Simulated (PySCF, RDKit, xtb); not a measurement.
# Solving SnH2ClO+, step by step

Task: start from the formula SnH2ClO+ (charge +1), draw up candidate structures, narrow them down in stages, and characterise the one that lies lowest at 298.15 K.

The funnel: GFN2-xTB relaxations, single points with a density functional, relaxations at PBE0-D4/def2-SVP, harmonic vibrations (at GFN2-xTB), and a last energy at a higher level. All values are calculated.

1 further run of the same task is left out (set aside as unsound or not needed).

## (1) Candidates

All bonding patterns within simple valence rules are listed by program: one Lewis structure each, at most two rings and one unusual centre or charged pair. O–O, O–halogen and N–halogen bonds and N–N–N chains are not drawn. That gives 3 candidates.

```
label          SMILES     spin
 c198  [OH][SnH+][Cl]  singlet
 c565  [OH2+][Sn][Cl]  singlet
 c797  [OH2+][Sn][Cl]  triplet
```

Candidates are built by distance geometry, with a force field where one applies, in up to four conformers (letters a to d). 16 starts with atoms placed at random are added, to find patterns that the rules miss.

**Question.** With final energies at CCSD(T)/def2-SVP + MP2/def2-TZVPP - MP2/def2-SVP, which structure will this search put lowest in free energy, and by what margin?

| quantity | value |
| --- | --- |
| lowest structure found | [OH2+][Sn][Cl], singlet |
| next finalist | [ClH].[OH][Sn] ‡, singlet, 24.8 kcal/mol higher in G |
| share at equilibrium, among the finalists | 100.0 % |
| lowest excitation (TD-B3LYP/def2-SVPD) | 4.29 eV (f = 0.003) |
| strongest of the states computed, same level | 6.02 eV (f = 0.064) |
| lowest triplet excitation, same level, Tamm-Dancoff | 3.65 eV |

`[OH2+][Sn][Cl]` comes out lowest. The margin of 24.8 kcal/mol over the next finalist is beyond the usual error of the last level; it says nothing of structures that weren't ranked. PBE0-D4/def2-SVP, HF/def2-SVP and MP2/def2-SVP already put its bonding pattern lowest among the structures in one piece. Spin-orbit coupling, which matters for elements this heavy, is left out. The search is not exhaustive (a finite list of starts, one conformer a finalist), so a lower isomer can't be ruled out.

‡ marks the bonded skeleton alone, with all bonds drawn single: no Lewis structure was assigned that passes a check against the bond lengths.
